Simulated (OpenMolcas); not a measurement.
# Co²⁺ in MgO: CASSCF and CASPT2 levels and susceptibility

Aim: the ligand-field states of Co²⁺ in this surrounding, its lowest levels with spin-orbit coupling and its magnetic susceptibility.

The numbers are computed with OpenMolcas 26.06 (state-averaged CASSCF and CASPT2, spin-orbit coupling by RASSI with atomic mean-field integrals), except any that are marked as measured or tabulated.

## Step 1: The atom as given

```
Species                           : Co²⁺ (cobalt, Z = 27, 25 electrons)
Basis                             : ANO-RCC-VDZP [5s4p2d1f], 142 functions with the ligands
Scalar Hamiltonian                : DKH2, point nucleus
Inactive shells                   : 1s 2s 2p 3s 3p of the metal, and all ligand shells
Active space                      : 7 electrons in 5 orbitals (3d)
Some configurations of this space : 3d7
Orbitals                          : optimised for each spin and parity, averaged over all roots
```

Outer shells as boxes (Hund's rule):

3d7
```
3d [↑↓][↑↓][↑ ][↑ ][↑ ]
```

Co²⁺ is taken with its 6 nearest oxide ions at 2.072 Å, on the cation site of MgO (a = 4.2112 Å). The rest of the host is ab initio model potentials to 7.6 Å, with orthogonalisation functions on the cations behind the ligands, and point charges beyond; the distance is set by hand, nothing relaxes, and no local charge compensation is placed. Ligand basis ANO-RCC-VDZP.

```xyz
19

Co    0.0000    0.0000    0.0000
O     2.0720    0.0000    0.0000
O     0.0000    2.0720    0.0000
O    -2.0720    0.0000    0.0000
O     0.0000   -2.0720    0.0000
O     0.0000    0.0000    2.0720
O     0.0000    0.0000   -2.0720
Mg    0.0000    2.1056   -2.1056
Mg    0.0000   -2.1056    2.1056
Mg    0.0000    2.1056    2.1056
Mg    0.0000   -2.1056   -2.1056
Mg    2.1056   -2.1056    0.0000
Mg   -2.1056    2.1056    0.0000
Mg    2.1056    0.0000   -2.1056
Mg   -2.1056    0.0000    2.1056
Mg    2.1056    0.0000    2.1056
Mg   -2.1056    0.0000   -2.1056
Mg    2.1056    2.1056    0.0000
Mg   -2.1056   -2.1056    0.0000
```

Each step is its own input file, run in one work folder so that later steps find the files of earlier ones. Labels, J, g values, rates, χT and fits are worked out afterwards by a script from the matrices that RASSI stores.

## Step 2: Basis and integrals

The input, a.inp:

```
&GATEWAY
Basis set
Co.ANO-RCC-VDZP.
Co1 0.0 0.0 0.0 Angstrom
End of basis
Basis set
O.ANO-RCC-VDZP.
L1 2.072000 0.000000 0.000000 Angstrom
L2 0.000000 2.072000 0.000000 Angstrom
L3 0.000000 0.000000 2.072000 Angstrom
End of basis
Basis set
Mg.EMB-AIMP.Pascual.10s4p.1s1p.ECP.MgO.
PseudoCharge
* 3 symmetry-unique lattice sites within 7.6 angstrom
End of basis
Basis set
Mg.EMB-AIMP.Pascual.0s.0s.ECP.MgO.
PseudoCharge
* 40 symmetry-unique lattice sites within 7.6 angstrom
End of basis
Basis set
O.EMB-AIMP.Pascual.0s.0s.ECP.MgO.
PseudoCharge
* 55 symmetry-unique lattice sites within 7.6 angstrom
End of basis
Symmetry
XYZ
AngMom=0.0 0.0 0.0
AMFI
RICD
XField
997 Angstrom 0
* Evjen-weighted lattice charges
&SEWARD
```

Run with:

```sh
$ OMP_NUM_THREADS=1 MOLCAS_MEM=2457 MOLCAS_PROJECT=a pymolcas a.inp > a.log
```

## Step 3: Reference wave functions, quartets, 10 roots

The input, a.inp:

```
&RASSCF
FileOrb=start.orb
Symmetry=1
Spin=4
nActEl=7 0 0
Inactive=18 21
Ras2=5 0
CIRoot=10 10 1
SDav=10
CIMx=300
Iter=150 100
PrWF=0.3
OrbListing=Nothing
MaxOrb=0
LevShft=1.0
>>> COPY $Project.JobIph JOB001
```

start.orb holds start orbitals that the driver prepared beforehand, or those of the step before.

## Step 4: Reference wave functions, doublets, 40 roots

The input, a.inp:

```
&RASSCF
FileOrb=start.orb
Symmetry=1
Spin=2
nActEl=7 0 0
Inactive=18 21
Ras2=5 0
CIRoot=40 40 1
SDav=40
CIMx=300
Iter=150 100
PrWF=0.3
OrbListing=Nothing
MaxOrb=0
LevShft=1.0
>>> COPY $Project.JobIph JOB002
```

## Step 5: State interaction with spin-orbit coupling

The input, a.inp:

```
&RASSI
NrOfJobIphs=2 10 40
1 2 3 4 5 6 7 8 9 10
1 2 3 4 5 6 7 8 9 10 11 12 13 14 15 16 17 18 19 20 21 22 23 24 25 26 27
28 29 30 31 32 33 34 35 36 37 38 39 40
IphNames
JOB001
JOB002
EJob
SpinOrbit
DIPRint=1.0
SOCoupling=1000.0
Subsets=2
Property=9
'ANGMOM' 1 'ANGMOM' 2 'ANGMOM' 3 'MLTPL  1' 1 'MLTPL  1' 2 'MLTPL  1' 3
'AMFI' 1 'AMFI' 2 'AMFI' 3
SOProperty=3
'ANGMOM' 1 'ANGMOM' 2 'ANGMOM' 3
```

## Step 6: CASPT2: IPEA 0.25, imaginary shift 0.1 (closed shells correlated: 3s 3p of the metal, with ligand shells; the Frozen line counts the rest)

The input, a.inp:

```
>>> COPY JOB001 $Project.JobIph
&CASPT2
Multistate=10 1 2 3 4 5 6 7 8 9 10
NoMult
Frozen=5 6
IPEA=0.25
Imaginary=0.1
MaxIter=60
WThr=0.0 0.3 0.05
PrWF=0.5
NoMix
>>> COPY JOB002 $Project.JobIph
&CASPT2
Multistate=40 1 2 3 4 5 6 7 8 9 10 11 12 13 14 15 16 17 18 19 20 21 22
23 24 25 26 27 28 29 30 31 32 33 34 35 36 37 38 39 40
NoMult
Frozen=5 6
IPEA=0.25
Imaginary=0.1
MaxIter=60
WThr=0.0 0.3 0.05
PrWF=0.5
NoMix
```

(Steps that only read results are left out.)

Before running it: what results should come out? Wanted: spin-free ground state; first state of the same spin within the active space; lowest level; next level.

**Answer**, as computed:

| quantity | value |
| --- | --- |
| method | SS-CASPT2, IPEA 0.25, imaginary shift 0.1 (closed shells correlated: 3s 3p of the metal, with ligand shells; the Frozen line counts the rest) |
| spin-free ground state | 4T1, 3-fold in its orbital part |
| first state of the same spin within the active space | 4T2 at 11300 cm⁻¹ |
| lowest level | 2-fold Γ6, g = 4.35, 4.35, 4.35 |
| next level | 354.9 cm⁻¹ |
| χT at 300 K | 3.39 cm³ K/mol |
| effective moment at 300 K | 5.20 μB |

Cost by method:

```csv
method,time of its own steps,time with the reference
A. CASSCF,20 s,20 s
"B. SS-CASPT2, IPEA 0.25, imaginary shift 0.1, +3s 3p",2.8 min,3.1 min
```

Times are of one thread on a shared host.

The spin-free ground state (4T1) comes to 97 % from free-ion F terms and keeps the highest spin of the shell. χT at 300 K is 3.39, against 1.88 cm³ K/mol for the spin alone, so orbital moment adds to it. An active space of the d shell alone favours high spin; real ions in strong fields can be low spin. A ligand-field fit to the states below 45000 cm-1 gives 10Dq = 12121 cm-1, B = 937 cm-1 and C = 3606 cm-1 (C/B = 3.85), with a deviation of 698 cm-1. CASPT2 does not keep the components of a term degenerate, and the means are used. With metal d orbitals alone active, the gaps between spin states are rough; where two lie within a few thousand cm-1, their order is open. With one d shell, CASPT2 may overshoot the field of a late 3d ion.
